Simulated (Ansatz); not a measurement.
Working through a ranking of polymorphs by energy of 2 structures of LiCd3

Computed with the Python package of Ansatz (0.2.0).

Interactive session:
```pycon
>>> import warnings
>>> import ansatz as az
>>> import numpy as np
>>> import pandas as pd
>>> import spglib
>>> params = {
...     "functional": "r2scan",
...     "ecut": 600,
...     "k_spacing": 0.33,
...     "filling": "gaussian",
...     "width_ev": 0.05,
... }
>>> PHASES = {
...     "Fm-3m": (
...         [(0.0, 3.396711, 3.396711), (3.396711, 0.0, 3.396711), (3.396711, 3.396711, 0.0)],
...         [
...             ("Li", (0.0, 0.0, 0.0)),
...             ("Cd", (0.25, 0.25, 0.25)),
...             ("Cd", (0.75, 0.75, 0.75)),
...             ("Cd", (0.5, 0.5, 0.5)),
...         ],
...     ),
...     "P-6m2": (
...         [(3.095534, 0.0, 0.0), (-1.547767, 2.680811, 0.0), (0.0, 0.0, 9.706634)],
...         [
...             ("Li", (0.0, 0.0, 0.0)),
...             ("Cd", (0.0, 0.0, 0.5)),
...             ("Cd", (2 / 3, 1 / 3, 0.234518)),
...             ("Cd", (2 / 3, 1 / 3, 0.765482)),
...         ],
...     ),
... }
>>> def build(vectors, sites):
...     crystal = az.Crystal(lattice=az.Lattice.of(vectors))
...     for symbol, position in sites:
...         crystal = crystal.atom(symbol, position)
...     return crystal
...
>>> def ground_state(name, crystal):
...     calc = crystal.calculation()
...     calc = calc.functional(params["functional"]).basis(params["ecut"])
...     calc = calc.kpoints(spacing=params["k_spacing"]).occupations(params["filling"], width=params["width_ev"])
...     calc = calc.stress()
...     calc = calc.band_table()
...     calc = calc.relax(force_tolerance=0.02, cell=True)
...     return calc.run()
...
>>> def space_group(outcome):
...     sites = outcome.report["lattice"]["sites"]
...     kinds = sorted({site["symbol"] for site in sites})
...     cell = (outcome.lattice.cell_ang, [site["position_frac"] for site in sites], [kinds.index(site["symbol"]) for site in sites])
...     return spglib.get_spacegroup(cell, symprec=0.01)
...
>>> def pressure_gpa(outcome):
...     return float(np.trace(outcome.report["stress_gpa"]) / 3)
...
>>> warnings.simplefilter("ignore", az.DeckWarning)
>>> phases = {name: build(*cell) for name, cell in PHASES.items()}
>>> done = {}
>>> for name, crystal in phases.items():
...     try:
...         done[name] = ground_state(name, crystal)
...     except az.NonConvergedError as error:
...         print(name, "did not converge:", str(error)[:120])
...

>>> energy = {name: o.report["energy_sigma0_ev"] / len(o.lattice.sites) for name, o in done.items()}
>>> lowest = min(energy.values())
>>> rows = [(name, len(o.lattice.sites), 1000 * (energy[name] - lowest), space_group(o), pressure_gpa(o)) for name, o in done.items()]
>>> rows.sort(key=lambda row: row[2])
>>> print(pd.DataFrame(rows, columns=["phase", "atoms", "dE (meV/atom)", "space group", "P (GPa)"]).round(4).to_string(index=False))
phase  atoms  dE (meV/atom) space group  P (GPa)
Fm-3m      4         0.0000 Fm-3m (225)  -0.0015
P-6m2      4        74.8209 P-6m2 (187)   0.0002
```

By space group at the end of each run: Fm-3m (+0 meV an atom, 19.5 Å³) and P-6m2 (+75 meV an atom, 20.3 Å³).

Pressure is positive in compression. The cells come from databases of deposited and of computed structures, and not all need be stable phases. The ranking holds among these structures alone, at zero temperature; the ground state may be another structure. Differences under about 40 meV an atom lie within the error of mesh and functional. Timing: 3.1 min on 1 thread of Arm Neoverse V2 (shared host), peak memory 0.74 GiB.

(Lines on the test bed's own set-up are left out of the output.)
